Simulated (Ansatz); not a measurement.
**CH7NSi2: up Jacob's ladder to CCSD(T)**

An exercise on one series of results from a longer session: the logs are not shown, and one member is left open.

Computed with Ansatz 0.2.0, Gaussian basis. Level: functionals in def2-TZVPP, the program's frozen cores in correlated methods.

Levels to be run: LDA (SPW92), PBE-D4, revPBE-D4, BLYP-D4, r2SCAN-D4, B97M-V, PBE0-D4, B3LYP-D4, r2SCANh-D4, r2SCAN0-D4, HSE06-D4, BHLYP-D4, CAM-B3LYP-D4, LC-ωPBE, ωB97X-V, ωB97M-V, B2PLYP, PBE-QIDH; CCSD(T)/def2-SVP; CCSD(T)/def2-TZVPP; MP2/def2-QZVPP; extrapolation to the limit; RPA on PBE.

## Structure used throughout

An earlier PBE0-D4 in a triple-zeta def2 set relaxation fixed the geometry.

SMILES `C1N[SiH2][SiH2]1`, 11 atoms, charge 0, spin multiplicity 1.

Atoms are counted from 1 here; the program's logs count them from 0.

Bond lengths: C1–N2 1.466 Å, C1–Si4 1.920 Å, C1–H5 1.097 Å, C1–H6 1.097 Å, N2–Si3 1.728 Å, N2–H7 1.007 Å, Si3–Si4 2.327 Å, Si3–H8 1.494 Å, Si3–H9 1.494 Å, Si4–H10 1.488 Å, Si4–H11 1.488 Å. Angles: N2–C1–Si4 97.1°, N2–C1–H5 113.0°, N2–C1–H6 113.0°, Si4–C1–H5 112.9°, Si4–C1–H6 112.9°, H5–C1–H6 107.8°, C1–N2–Si3 110.6°, C1–N2–H7 118.4°, Si3–N2–H7 131.1°, N2–Si3–Si4 76.5°, N2–Si3–H8 115.6°, N2–Si3–H9 115.6°, Si4–Si3–H8 120.7°, Si4–Si3–H9 120.7°, H8–Si3–H9 105.7°, C1–Si4–Si3 75.8°, C1–Si4–H10 114.5°, C1–Si4–H11 114.5° and more.

Set-up of the first run:

Input file in.yaml:

```yaml
crystal:
  periodic: [false, false, false]
  atoms:
    - {symbol: C, position_ang: [-0.672681, 1.010409, -0.052580]}
    - {symbol: N, position_ang: [0.489798, 0.650496, -0.869767]}
    - {symbol: Si, position_ang: [1.103241, -0.896422, -0.404634]}
    - {symbol: Si, position_ang: [-0.705071, -0.578218, 1.024346]}
    - {symbol: H, position_ang: [-0.517168, 1.922099, 0.536583]}
    - {symbol: H, position_ang: [-1.587265, 1.143828, -0.642757]}
    - {symbol: H, position_ang: [0.796970, 1.298557, -1.576730]}
    - {symbol: H, position_ang: [1.062885, -1.951633, -1.460860]}
    - {symbol: H, position_ang: [2.500311, -0.905130, 0.123435]}
    - {symbol: H, position_ang: [-0.473845, -0.345854, 2.475563]}
    - {symbol: H, position_ang: [-1.931774, -1.405332, 0.868101]}
basis:
  gaussian: {orbitals: def2-TZVPP}
hamiltonian: {xc: lda}
output: {orbitals: {seedname: orbitals}}
```

On the command line:

```sh
ansatz run in.yaml --threads 2 --pin off --events-out ev --progress --plain --max-ram 4352MiB
```

Among the steps run: LDA; PBE-D4 (GGA); revPBE-D4 (GGA); BLYP-D4 (GGA); r2SCAN-D4 (meta-GGA); B97M-V (meta-GGA); PBE0-D4 (hybrid); B3LYP-D4 (hybrid); r2SCANh-D4 (hybrid); r2SCAN0-D4 (hybrid); HSE06-D4 (hybrid); BHLYP-D4 (hybrid); CAM-B3LYP-D4 (range-separated); LC-ωPBE (range-separated); ωB97X-V (range-separated); ωB97M-V (range-separated); B2PLYP (double hybrid); PBE-QIDH (double hybrid).

One table of the session follows, with a row left open; its other results are not shown here.

| functional | HOMO (eV) | gap (eV) |
| --- | --- | --- |
| LDA (SPW92) | -5.52 | 4.34 |
| PBE-D4 | -5.43 | 4.46 |
| revPBE-D4 | -5.39 | 4.52 |
| BLYP-D4 | -5.31 | 4.48 |
| r2SCAN-D4 | -5.68 | 5.08 |
| B97M-V | -5.85 | 5.01 |
| PBE0-D4 | -6.75 | 6.62 |
| B3LYP-D4 | -6.52 | 6.19 |
| r2SCANh-D4 | -6.18 | 5.86 |
| r2SCAN0-D4 | -6.93 | 7.02 |
| HSE06-D4 | -6.35 | 5.85 |
| BHLYP-D4 | ? | ? |
| CAM-B3LYP-D4 | -8.12 | 8.95 |
| LC-ωPBE | -9.49 | 11.46 |
| ωB97X-V | -9.15 | 10.98 |
| ωB97M-V | -9.06 | 10.53 |

Q: Estimate the row for BHLYP-D4 from the others.

Worked estimate for «HOMO (eV)». Against the share of exact exchange, BLYP-D4 (0, -5.31), B3LYP-D4 (0.2, -6.52) give a slope of -6.05 per unit share; at 0.5 the line stands at -8.33.

The run gave: HOMO (eV): -8.00; gap (eV): 8.71. In «HOMO (eV)» the line misses by -0.33.
